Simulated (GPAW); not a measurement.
Crystal: Ba2Tl5V3O12.

```
Ba V Tl O
1.0
     8.15421    0.00000    0.00000
    -4.07711    7.06176    0.00000
     0.00000    0.00000    6.92128
Ba V Tl O
2 3 5 12
Direct
  0.00000 0.00000 0.23552
  0.00000 0.00000 0.76448
  0.50000 0.00000 0.00000
  0.00000 0.50000 0.00000
  0.50000 0.50000 0.00000
  0.50000 0.00000 0.50000
  0.00000 0.50000 0.50000
  0.50000 0.50000 0.50000
  0.33333 0.66667 0.22489
  0.66667 0.33333 0.77511
  0.33890 0.34334 0.81444
  0.65666 0.99556 0.81444
  0.00444 0.66110 0.81444
  0.34334 0.33890 0.18556
  0.99556 0.65666 0.18556
  0.66110 0.00444 0.18556
  0.66110 0.65666 0.18556
  0.34334 0.00444 0.18556
  0.99556 0.33890 0.18556
  0.65666 0.66110 0.81444
  0.00444 0.34334 0.81444
  0.33890 0.99556 0.81444
```

The cell was built by a generator and needn't be a form met in nature.

Base run:

```yaml
Program: GPAW 26.7.0
Functional: r2SCAN
Potentials_or_basis: GPAW PAW data sets (gpaw-data 1.2.1)
Cutoff: 800 eV
Basis: pw
k_mesh: 3 × 3 × 3
Occupations: fermi-dirac, width 0.05 eV
Spin: collinear spin, ferromagnetic start
Starting_moments: "[0.0, 0.0, 2.0, 2.0, 2.0, 0.0, 0.0, 0.0, 0.0, 0.0, 0.0, 0.0, 0.0, 0.0, 0.0, 0.0, 0.0, 0.0, 0.0, 0.0, 0.0, 0.0] μB"
```

Its results: pressure -2.3 GPa; net moment -0.55 μB per cell; largest force 0.235 eV/Å.

Q: After a change of settings the same cell gave: pressure -0.7 GPa; net moment 0.00 μB per cell; largest force 0.295 eV/Å. Which change was it?
A. functional from r2SCAN to TPSS
B. functional from r2SCAN to AM05; potentials or basis from GPAW PAW data sets (gpaw-data 1.2.1) to PAW data sets generated in the run's folder for this functional
C. functional from r2SCAN to LDA; potentials or basis from GPAW PAW data sets (gpaw-data 1.2.1) to the program's PAW data sets (release 1.2.1) made for this functional
D. functional from r2SCAN to PBEsol; potentials or basis from GPAW PAW data sets (gpaw-data 1.2.1) to PAW data sets generated in the run's folder for this functional

A: A.

Caveats: the PAW data sets were made with another functional, which shifts forces and pressure a little.

Not every run made on this cell is shown here.
